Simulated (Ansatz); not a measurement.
# Ga2SnH6: the cost of one run

Program: Ansatz 0.2.0. Level of theory: DFT PBE, scalar-relativistic, plane waves, PAW. These are calculated values, not measurements.

### 1 The starting structure

It takes space group Fm-3m (No. 225, cubic). Conventional cell: a = 7.524 Å, b = 7.524 Å, c = 7.524 Å, α = 90.00°, β = 90.00°, γ = 90.00°. Around Ga (site symmetry -43m) lie 6 H at 1.88 Å. Around Sn (site symmetry m-3m) lie 12 H at 2.66 Å. Around H (site symmetry mmm) lie 2 Ga at 1.88 Å and 2 Sn at 2.66 Å.

As a file:

```xyz
9
Lattice="0.0000 3.7618 3.7618 3.7618 0.0000 3.7618 3.7618 3.7618 0.0000" Properties=species:S:1:pos:R:3 pbc="T T T"
Ga    5.6426    5.6426    5.6426
Ga    1.8809    1.8809    1.8809
Sn    0.0000    0.0000    0.0000
H     0.0000    1.8809    1.8809
H     1.8809    0.0000    1.8809
H     1.8809    1.8809    0.0000
H     3.7618    1.8809    1.8809
H     1.8809    3.7618    1.8809
H     1.8809    1.8809    3.7618
```

The cell was relaxed beforehand at this level, from a generated guess; it is a trial structure. At a tolerance of 0.05 Å it has space group Fm-3m (No. 225); it has 11.83 Å³/atom, an uncorrected energy of +0.39 eV/atom over the elements.

### 2 Bands, states and charges

input.yaml reads:

```yaml
crystal:
  lattice:
    - [0.0, 3.7617661341, 3.7617661341]
    - [3.7617661341, 0.0, 3.7617661341]
    - [3.7617661341, 3.7617661341, 0.0]
  atoms:
    - { symbol: Ga, position: [0.75, 0.75, 0.75] }
    - { symbol: Ga, position: [0.25, 0.25, 0.25] }
    - { symbol: Sn, position: [0.0, 0.0, 0.0] }
    - { symbol: H, position: [0.5, 0.0, 0.0] }
    - { symbol: H, position: [0.0, 0.5, 0.0] }
    - { symbol: H, position: [0.0, 0.0, 0.5] }
    - { symbol: H, position: [0.0, 0.5, 0.5] }
    - { symbol: H, position: [0.5, 0.0, 0.5] }
    - { symbol: H, position: [0.5, 0.5, 0.0] }
basis:
  ecutwfc: 420
kpoints:
  mp_grid: { grid: [10, 10, 10] }
  band_path:
    path:
      - [[0.0, 0.0, 0.0], [0.5, 0.0, 0.5], [0.625, 0.25, 0.625]]
      - [[0.375, 0.375, 0.75], [0.0, 0.0, 0.0], [0.5, 0.5, 0.5], [0.5, 0.25, 0.75], [0.5, 0.0, 0.5]]
    npoints: 14
hamiltonian:
  xc: pbe
scf:
  occupations: { method: gaussian, width: 0.1 }
  n_extra_bands: 22
output:
  forces: true
  stress: true
  eigenvalues: true
  populations: true
  dos: { projected: true, de: 0.02, nscf_kmesh: { grid: [12, 12, 12] } }
  bader: true
  write_density: true
  write_potential: true
  elf: true
  volumetric_format: npy
```

On the command line:

```console
ansatz run input.yaml --threads 1 --pin off --max-ram 2048MiB --backend cpu --events-out ev --progress --plain --runs-dir out
```

Q: Estimate wall time and peak memory on 1 thread of Intel Xeon 6975P-C (Granite Rapids), shared host.

About 62 s, with a peak of 0.59 GiB.
